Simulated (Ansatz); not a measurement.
Write a Python script for Ansatz 0.2.0 through its Python package that makes a relaxed scan of one distance of GeH2S, SMILES [SH][GeH]. Use (for the species named): PBE, def2-SVP basis, multiplicity 1, D4 dispersion.

```xyz
4

S    -0.5434   -1.1505    0.5933
Ge   -0.5614    0.5903   -0.8496
H     0.7740   -1.2484    0.5086
H     0.3863    1.7484   -0.2725
```

`relaxed_scan_geh2s.py`:
```python
import ansatz as az
import numpy as np


def main() -> None:
    molecule = (
        az.Crystal.molecule()
        .atom("S", [-0.5434, -1.1505, 0.5933])
        .atom("Ge", [-0.5614, 0.5903, -0.8496])
        .atom("H", [0.774, -1.2484, 0.5086])
        .atom("H", [0.3863, 1.7484, -0.2725])
    )

    base = (
        molecule.calculation()
        .basis(gaussian="def2-SVP")
        .functional("pbe", dispersion="d4")
    )
    symbols = [site.symbol for site in molecule.cartesian_sites]
    pairs = [(0, 1), (0, 2), (1, 3)]
    print("held (A)   E (eV)        ", "  ".join(f"{symbols[i]}{i}-{symbols[j]}{j}" for i, j in pairs))
    for length in [1.22, 1.32, 1.43, 1.59, 1.79]:
        report = base.relax(constraints=[az.DistanceConstraint((0, 2), at=length)], force_tolerance=0.02, max_steps=60).run(threads=1).report
        xyz = np.array(report["positions_ang"])
        print(f"{length:6.2f} {report['free_energy_ev']:14.5f}  ", "  ".join(f"{np.linalg.norm(xyz[i] - xyz[j]):.3f}" for i, j in pairs))


if __name__ == "__main__":
    main()
```

`python relaxed_scan_geh2s.py` gives:
```text
held (A)   E (eV)         S0-Ge1  S0-H2  Ge1-H3
DeckWarning: relax.constraints: the input's atoms, or those drawn, lie off the distances that are held; a relaxation that starts there is brought onto them ahead of its first SCF, by positions alone, [...]
  1.22   -67362.10677   2.260  1.220  1.619
  1.32   -67362.40716   2.259  1.320  1.617
  1.43   -67362.38287   2.256  1.430  1.616
  1.59   -67362.00442   2.247  1.590  1.613
  1.79   -67361.33384   2.222  1.790  1.609
```
(Warnings from the package without file and line, shortened, repeats left out.)

Caveats:
- Total energies depend on the basis set; only differences at equal settings carry meaning.
- The energies are electronic: no zero-point or thermal terms, and the basis set is short of its limit.
- Finished in 48 s on 1 thread of Arm Neoverse V2, on a shared host, peak memory 0.19 GiB.
